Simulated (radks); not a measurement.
# Gd⁵⁹⁺ in [He] 2p3: an all-electron calculation

An exercise on one series of results from a longer session: the logs are not shown, and one member is left open.

Method: Dirac Kohn-Sham, PBE, spin-unpolarised, spherical densities, finite nucleus; open shells fill j = l - 1/2 first. Code: radks (a radial shooting solver on a logarithmic mesh, Libxc functionals) version 1.

## The atom as given

* element: gadolinium (Z = 64)
* charge: +59
* electrons: 5
* configuration: [He] 2p3
* nuclear rms radius: 5.1569 fm

The first run:

Settings of this run:

```text
Z 64
configuration [He] 2p3 2s0 3p0
relativity Dirac
functional pbe,pbe
spin unpolarised
j_filling energy
nucleus finite rms 5.1569 fm
c 137.035999084
```

Launch:

```console
python run_ks.py task.json out
```

This one command runs every case of the session in turn.

One of the session's tables, all rows but one given; the rest of the session is left out.

It belongs to the step «Radial structure». Radial moments (bohr):

```
level      <r>  outermost maximum (interpolated)  90 % within
1s1/2  0.02183                            0.0139       0.0395
2s1/2  0.08886                            0.0771        0.137
2p1/2        ?                                 ?            ?
2p3/2  0.07981                            0.0632        0.128
3p1/2   0.1928                             0.184        0.286
3p3/2   0.2016                             0.193        0.298
```

Estimate the missing values for 2p1/2.

**Answer.** <r>: 0.07360; outermost maximum (interpolated): 0.0578; 90 % within: 0.121. In the column «<r>» it lies between 1s1/2 (0.02183) and 2p3/2 (0.07981).
